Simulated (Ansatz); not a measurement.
# C3H5IO: the cost of one run

Method: RKS PBE-D4/def2-SVP, in Ansatz 0.2.0.

1 further run of the same task is left out (it didn't finish).

**1. The structure to begin with**

Bond lengths: I1–C2 2.333 Å, C2–C3 1.497 Å, C3–C4 1.461 Å, C2–O5 1.448 Å, C4–O5 1.502 Å, C2–H6 1.101 Å, C3–H7 1.136 Å, C3–H8 1.135 Å, C4–H9 1.050 Å, C4–H10 1.134 Å. Angles (14 of 19 angles, heavy atoms first): I1–C2–C3 112.9°, I1–C2–O5 112.7°, C3–C2–O5 91.2°, C2–C3–C4 88.6°, C3–C4–O5 90.5°, C2–O5–C4 88.9°, I1–C2–H6 112.0°, C3–C2–H6 114.9°, O5–C2–H6 111.7°, C2–C3–H7 118.4°, C2–C3–H8 116.6°, C4–C3–H7 114.1°, C4–C3–H8 114.8°, C3–C4–H9 120.8°.

Structure file:

```xyz
10

I    -1.2408    2.3518    1.1102
C    -0.5241    0.7701   -0.4483
C     0.7603    0.1073   -0.0571
C     0.0038   -1.1098    0.2267
O    -1.2392   -0.4841   -0.3394
H    -0.5480    1.1641   -1.4765
H     1.3303    0.5169    0.8355
H     1.5460    0.0015   -0.8690
H     0.2060   -2.0015   -0.2886
H    -0.2114   -1.3675    1.3095
```

**2. Relaxing end A**

input.yaml reads:

```yaml
crystal:
  periodic: [false, false, false]
  atoms:
    - { symbol: I, position_ang: [-1.2408, 2.3518, 1.1102] }
    - { symbol: C, position_ang: [-0.5241, 0.7701, -0.4483] }
    - { symbol: C, position_ang: [0.7603, 0.1073, -0.0571] }
    - { symbol: C, position_ang: [0.0038, -1.1098, 0.2267] }
    - { symbol: O, position_ang: [-1.2392, -0.4841, -0.3394] }
    - { symbol: H, position_ang: [-0.548, 1.1641, -1.4765] }
    - { symbol: H, position_ang: [1.3303, 0.5169, 0.8355] }
    - { symbol: H, position_ang: [1.546, 0.0015, -0.869] }
    - { symbol: H, position_ang: [0.206, -2.0015, -0.2886] }
    - { symbol: H, position_ang: [-0.2114, -1.3675, 1.3095] }
basis:
  gaussian: { orbitals: def2-SVP }
hamiltonian:
  xc: pbe
  dispersion: d4
relax:
  f_tol: 0.02
  max_steps: 50
```

Command:

```
$ ansatz run input.yaml --threads 2 --pin off --max-ram 3072MiB --backend cpu --events-out ev --progress --plain --runs-dir out
```

**Question.** How long does this run take on 2 threads of Arm Neoverse V2, shared host, and how much memory does it need?

About 23 s, with a peak of 0.14 GiB.
